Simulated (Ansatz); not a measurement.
# Alloy of ZnSe and BeSe (52 of 64 Zn sites exchanged), 128 atoms

How does this alloy cell relax, and what gap do PBEsol and HSE06 give?

Method: density functional theory in Ansatz 0.2.0, PAW datasets, plane waves.

## 1. The starting cell

128 atoms (52 Be, 12 Zn, 64 Se); a = 14.778 Å, b = 14.778 Å, c = 14.778 Å, α = 60.00°, β = 60.00°, γ = 60.00°. All atoms were shaken off their sites by about 0.02 Å along each axis.

Plan of the steps: (2) PBEsol cell relaxation at the single k point (½, ½, ½), on 1 × NVIDIA GB200 with 8 threads of Arm Neoverse-V2; (3) HSE06 single point at the Γ point alone, on 1 × NVIDIA GB200 with 8 threads of Arm Neoverse-V2.

## 2. PBEsol relaxation of the cell and the positions

in.yaml

```yaml
crystal:
  lattice:
    - [0.000000, 10.449372, 10.449372]
    - [10.449372, 0.000000, 10.449372]
    - [10.449372, 10.449372, 0.000000]
  atoms:
    - { symbol: Be, position: [0.998584, 0.002572, 0.999121] }
    - { symbol: Be, position: [0.000984, 0.497416, 0.001240] }
    - { symbol: Be, position: [0.998938, 0.997672, 0.500405] }
    - { symbol: Be, position: [0.251130, 0.251424, 0.249328] }
    - { symbol: Be, position: [0.499430, 0.004447, 0.497713] }
    - { symbol: Be, position: [0.747023, 0.249667, 0.253004] }
    - { symbol: Be, position: [0.000207, 0.499940, 0.496684] }
    - { symbol: Be, position: [0.248394, 0.750342, 0.252701] }
    - { symbol: Be, position: [0.249492, 0.248642, 0.749875] }
    - { symbol: Be, position: [0.502325, 0.498093, 0.498856] }
    - { symbol: Be, position: [0.749511, 0.751095, 0.249691] }
    - { symbol: Be, position: [0.249911, 0.751248, 0.748892] }
    - { symbol: Be, position: [0.002898, 0.000025, 0.246293] }
    - { symbol: Be, position: [0.252068, 0.250505, 0.999087] }
    - { symbol: Be, position: [0.499747, 0.999571, 0.247915] }
    - { symbol: Be, position: [0.750984, 0.247786, 0.001832] }
    - { symbol: Be, position: [0.252054, 0.749702, 0.997374] }
    - { symbol: Be, position: [0.999219, 0.999388, 0.747858] }
    - { symbol: Be, position: [0.251425, 0.250775, 0.499274] }
    - { symbol: Be, position: [0.501112, 0.502134, 0.247230] }
    - { symbol: Be, position: [0.749127, 0.753359, 0.998661] }
    - { symbol: Be, position: [0.501595, 0.000025, 0.746776] }
    - { symbol: Be, position: [0.751485, 0.251370, 0.499790] }
    - { symbol: Be, position: [0.001539, 0.498901, 0.748717] }
    - { symbol: Be, position: [0.246036, 0.751734, 0.499941] }
    - { symbol: Be, position: [0.500451, 0.499852, 0.747934] }
    - { symbol: Be, position: [0.750300, 0.750577, 0.498955] }
    - { symbol: Be, position: [0.002725, 0.248655, 0.999684] }
    - { symbol: Be, position: [0.251422, 0.999240, 0.250371] }
    - { symbol: Be, position: [0.751866, 0.001708, 0.247053] }
    - { symbol: Be, position: [0.002383, 0.747416, 0.001050] }
    - { symbol: Be, position: [0.000329, 0.250095, 0.498427] }
    - { symbol: Be, position: [0.252273, 0.500171, 0.247805] }
    - { symbol: Be, position: [0.503310, 0.748797, 0.000112] }
    - { symbol: Be, position: [0.502862, 0.246826, 0.501127] }
    - { symbol: Be, position: [0.750800, 0.498417, 0.252061] }
    - { symbol: Be, position: [0.750852, 0.996200, 0.751315] }
    - { symbol: Be, position: [0.998446, 0.749512, 0.502213] }
    - { symbol: Be, position: [0.251363, 0.494028, 0.752481] }
    - { symbol: Be, position: [0.502416, 0.751018, 0.496117] }
    - { symbol: Be, position: [0.250600, 0.000910, 0.999166] }
    - { symbol: Be, position: [0.749240, 0.998949, 0.002650] }
    - { symbol: Be, position: [0.998083, 0.249097, 0.253343] }
    - { symbol: Be, position: [0.249728, 0.499895, 0.000132] }
    - { symbol: Be, position: [0.250028, 0.997710, 0.503282] }
    - { symbol: Be, position: [0.499260, 0.249795, 0.249556] }
    - { symbol: Be, position: [0.996968, 0.749961, 0.249335] }
    - { symbol: Be, position: [0.998525, 0.253471, 0.748702] }
    - { symbol: Be, position: [0.253018, 0.495881, 0.500281] }
    - { symbol: Be, position: [0.500228, 0.750250, 0.249580] }
    - { symbol: Be, position: [0.749168, 0.498377, 0.501044] }
    - { symbol: Be, position: [0.500177, 0.747717, 0.749665] }
    - { symbol: Zn, position: [0.502310, 0.996153, 0.999061] }
    - { symbol: Zn, position: [0.498184, 0.499381, 0.002303] }
    - { symbol: Zn, position: [0.752012, 0.248699, 0.749089] }
    - { symbol: Zn, position: [0.750821, 0.747447, 0.750113] }
    - { symbol: Zn, position: [0.998334, 0.502212, 0.251884] }
    - { symbol: Zn, position: [0.498307, 0.251569, 0.002044] }
    - { symbol: Zn, position: [0.250384, 0.999202, 0.751220] }
    - { symbol: Zn, position: [0.752275, 0.497084, 0.748900] }
    - { symbol: Zn, position: [0.750679, 0.500753, 0.999656] }
    - { symbol: Zn, position: [0.748036, 0.003257, 0.499145] }
    - { symbol: Zn, position: [0.498642, 0.255191, 0.748078] }
    - { symbol: Zn, position: [0.999004, 0.750347, 0.749046] }
    - { symbol: Se, position: [0.062154, 0.063170, 0.059791] }
    - { symbol: Se, position: [0.560796, 0.062284, 0.063324] }
    - { symbol: Se, position: [0.061668, 0.560596, 0.065955] }
    - { symbol: Se, position: [0.061756, 0.061958, 0.562954] }
    - { symbol: Se, position: [0.313034, 0.312690, 0.310867] }
    - { symbol: Se, position: [0.560311, 0.563656, 0.064009] }
    - { symbol: Se, position: [0.562151, 0.062024, 0.561730] }
    - { symbol: Se, position: [0.812251, 0.314294, 0.313634] }
    - { symbol: Se, position: [0.063691, 0.561235, 0.561606] }
    - { symbol: Se, position: [0.313106, 0.812320, 0.312054] }
    - { symbol: Se, position: [0.312780, 0.311019, 0.810488] }
    - { symbol: Se, position: [0.564440, 0.561121, 0.562927] }
    - { symbol: Se, position: [0.811104, 0.813520, 0.311180] }
    - { symbol: Se, position: [0.813891, 0.313385, 0.812683] }
    - { symbol: Se, position: [0.313664, 0.814167, 0.811338] }
    - { symbol: Se, position: [0.812741, 0.810784, 0.813461] }
    - { symbol: Se, position: [0.062542, 0.067700, 0.311301] }
    - { symbol: Se, position: [0.313373, 0.313691, 0.060984] }
    - { symbol: Se, position: [0.563726, 0.061128, 0.313755] }
    - { symbol: Se, position: [0.812605, 0.314425, 0.060943] }
    - { symbol: Se, position: [0.064027, 0.562043, 0.312557] }
    - { symbol: Se, position: [0.312064, 0.814288, 0.061200] }
    - { symbol: Se, position: [0.062906, 0.063270, 0.811643] }
    - { symbol: Se, position: [0.313098, 0.313681, 0.560524] }
    - { symbol: Se, position: [0.567042, 0.560199, 0.313153] }
    - { symbol: Se, position: [0.813332, 0.812348, 0.060807] }
    - { symbol: Se, position: [0.560684, 0.061325, 0.812688] }
    - { symbol: Se, position: [0.810105, 0.315835, 0.560348] }
    - { symbol: Se, position: [0.064002, 0.561638, 0.810100] }
    - { symbol: Se, position: [0.314905, 0.813121, 0.563425] }
    - { symbol: Se, position: [0.564323, 0.562155, 0.813342] }
    - { symbol: Se, position: [0.815148, 0.808915, 0.563823] }
    - { symbol: Se, position: [0.060284, 0.312922, 0.065150] }
    - { symbol: Se, position: [0.312222, 0.064416, 0.313724] }
    - { symbol: Se, position: [0.558440, 0.311845, 0.064990] }
    - { symbol: Se, position: [0.813139, 0.063479, 0.312249] }
    - { symbol: Se, position: [0.061177, 0.813601, 0.061706] }
    - { symbol: Se, position: [0.061869, 0.312179, 0.563295] }
    - { symbol: Se, position: [0.313464, 0.562805, 0.314815] }
    - { symbol: Se, position: [0.566917, 0.811444, 0.059317] }
    - { symbol: Se, position: [0.312814, 0.061766, 0.811665] }
    - { symbol: Se, position: [0.562626, 0.312368, 0.559296] }
    - { symbol: Se, position: [0.808630, 0.561960, 0.312172] }
    - { symbol: Se, position: [0.815087, 0.063197, 0.811698] }
    - { symbol: Se, position: [0.060675, 0.815047, 0.564872] }
    - { symbol: Se, position: [0.309802, 0.565027, 0.813080] }
    - { symbol: Se, position: [0.560608, 0.814642, 0.561980] }
    - { symbol: Se, position: [0.811675, 0.563978, 0.809224] }
    - { symbol: Se, position: [0.312293, 0.064092, 0.062960] }
    - { symbol: Se, position: [0.815627, 0.059606, 0.059278] }
    - { symbol: Se, position: [0.062411, 0.312174, 0.313274] }
    - { symbol: Se, position: [0.313951, 0.558559, 0.064252] }
    - { symbol: Se, position: [0.312232, 0.062097, 0.563536] }
    - { symbol: Se, position: [0.561508, 0.314099, 0.312533] }
    - { symbol: Se, position: [0.815599, 0.560483, 0.063678] }
    - { symbol: Se, position: [0.812335, 0.064465, 0.561718] }
    - { symbol: Se, position: [0.063534, 0.813796, 0.310865] }
    - { symbol: Se, position: [0.061754, 0.312335, 0.813881] }
    - { symbol: Se, position: [0.312294, 0.562721, 0.561420] }
    - { symbol: Se, position: [0.564289, 0.811313, 0.313508] }
    - { symbol: Se, position: [0.564132, 0.311453, 0.810713] }
    - { symbol: Se, position: [0.812331, 0.564716, 0.561612] }
    - { symbol: Se, position: [0.064025, 0.814020, 0.811840] }
    - { symbol: Se, position: [0.562473, 0.814676, 0.811303] }
kpoints:
  mp_grid: { grid: [1, 1, 1], shift: [0.5, 0.5, 0.5] }
hamiltonian:
  xc: pbesol
scf:
  occupations: { method: fermi_dirac, width: 0.01 }
relax:
  f_tol: 0.03
  max_steps: 80
  escape_saddle: false
  adjacent_minimum: "off"
  cell: { fix: [shape] }
output:
  forces: true
  eigenvalues: true
  populations: true
```

Started as:

```bash
$ ansatz run in.yaml --threads 8 --pin off --max-ram 118750MiB --runs-dir r --events-out ev --progress --plain --backend cuda --devices 0, --max-vram 170GiB
```

The runs that follow: Single point with HSE06.

What does the calculation give? Wanted: for each run, top filled to lowest empty.

As calculated:

```
             level         time   k points  top filled to lowest empty (eV)
PBEsol, relaxation  7.6 s (GPU)  (½, ½, ½)                             3.12
             HSE06   99 s (GPU)          Γ                             3.42
```

```
     quantity                                                                         value
   relaxation                                              6 recorded steps, 6.57 eV gained
largest shift                                                                 0.25 Å (Se99)
 relaxed cell  a = 14.778 Å, b = 14.778 Å, c = 14.778 Å, α = 60.00°, β = 60.00°, γ = 60.00°
   mean bonds                                                    Be–Se 2.234, Se–Zn 2.395 Å
```

**In words.** Relaxation gains 6.57 eV, with shifts up to 0.25 Å (Se99), while the volume changes by +0.0 %. The mean lengths of the listed bonds run from Be–Se 2.23 Å to Se–Zn 2.39 Å. The relaxation ran on other k points, so part of any difference from the later rows can come from the mesh. Spin–orbit coupling is left out, which matters for the band edges of the heavier elements here. With one k point the spacing samples only the states that fold onto it, so it can exceed the gap over the zone.
